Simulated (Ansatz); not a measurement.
# HBr₂ (doublet): wave-function methods side by side at distance Br1–H2 along a hydrogen transfer = 1.755 Å, cc-pVTZ

Aim: climb from Hartree-Fock through coupled cluster and multireference methods for HBr₂ (doublet) at one geometry and basis, and see what each rung misses.

Method: cc-pVTZ, core rule «outside noble gas», up to 28 orbitals frozen; program: Ansatz 0.2.0, Gaussian basis.

To be run: UHF; CCSD(T) on ROHF; CCSD(T) on UHF; BCCD(T) on ROHF; CCSDT(Q) on ROHF; CCSDT(Q) on UHF; CASSCF and MRCISD+Q, 3 electrons in 3 orbitals; CASSCF and NEVPT2, 3 electrons in 3 orbitals; CASSCF and MRCISD+Q, 15 electrons in 9 orbitals; CASSCF and NEVPT2, 15 electrons in 9 orbitals.

## Step 1: The system

The geometry derives from fragments relaxed apart (PBE0/def2-TZVP) and kept rigid, so it is no stationary point. A hydrogen atom is moved between rigid fragments. No spin-orbit coupling is included. The filled d shell of Br may be among the frozen orbitals whatever the setting's name suggests; the logs give the count.

3 atoms, charge 0, spin multiplicity 2.

Atoms are counted from 1 here; the program's logs count them from 0.

Bond lengths: Br1–H2 1.755 Å, H2–Br3 1.664 Å. Angles: Br1–H2–Br3 180.0°.

Coordinates:

```
Br    0.0000    0.0000   -1.7247
H     0.0000    0.0000    0.0303
Br    0.0000    0.0000    1.6943
```

## Step 2: UHF

File in.yaml:

```yaml
crystal:
  periodic: [false, false, false]
  atoms:
    - {symbol: Br, position_ang: [0.000000, 0.000000, -1.724667]}
    - {symbol: H, position_ang: [0.000000, 0.000000, 0.030333]}
    - {symbol: Br, position_ang: [0.000000, 0.000000, 1.694333]}
basis:
  gaussian: {orbitals: cc-pVTZ}
magnetization: {spin_polarized: true, initial_magnetization: 1}
hamiltonian: {xc: hf}
output: {orbitals: {seedname: orbitals}}
```

Started as:

```
$ ansatz run in.yaml --threads 1 --pin off --events-out ev --progress --plain --max-ram 2816MiB --backend cpu
```

Further steps of the session: CCSD(T) on ROHF; CCSD(T) on UHF; BCCD(T) on ROHF; CCSDT(Q) on ROHF; CCSDT(Q) on UHF; CASSCF and MRCISD+Q, 3 electrons in 3 orbitals; CASSCF and NEVPT2, 3 electrons in 3 orbitals; CASSCF and MRCISD+Q, 15 electrons in 9 orbitals; CASSCF and NEVPT2, 15 electrons in 9 orbitals.

Q: Predict the results of all the runs planned. Wanted: UCCSDT(Q) below the RHF energy; RMP2 from UCCSDT(Q); UMP2 from UCCSDT(Q); RCCSD from UCCSDT(Q); RCCSD(T) from UCCSDT(Q); UCCSD(T) from UCCSDT(Q); RCCSDT(Q) from UCCSDT(Q); NEVPT2 pair from UCCSDT(Q); MRCISD+Q pair from UCCSDT(Q).

**Answer**, as computed:

| quantity | value |
| --- | --- |
| UCCSDT(Q) below the RHF energy | -10.5755 eV |
| RMP2 from UCCSDT(Q) | +1391.6 meV |
| UMP2 from UCCSDT(Q) | +1499.1 meV |
| RCCSD from UCCSDT(Q) | +435.7 meV |
| RCCSD(T) from UCCSDT(Q) | +48.3 meV |
| UCCSD(T) from UCCSDT(Q) | +50.9 meV |
| RCCSDT(Q) from UCCSDT(Q) | +2.2 meV |
| NEVPT2 pair from UCCSDT(Q) | +1329.1 meV |
| MRCISD+Q pair from UCCSDT(Q) | +241.1 meV |
| NEVPT2 valence from UCCSDT(Q) | +2246.6 meV |
| levels within 1 kcal/mol (43 meV) | RCCSDT, UCCSDT, RCCSDT(Q) |
| T1 diagnostic | 0.024 |
| effectively unpaired electrons | 1.02 |

**Reading.** RCCSD(T) lands +48.3 meV from the yardstick (0.5 % of the correlation energy). One determinant dominates. Of the multireference levels listed MRCISD+Q valence comes nearest in total energy (+226.4 meV), which doesn't show that its space is the better one. These misses are within one basis, not against nature; the frozen cores of restricted and unrestricted runs differ, which can shift their rows.
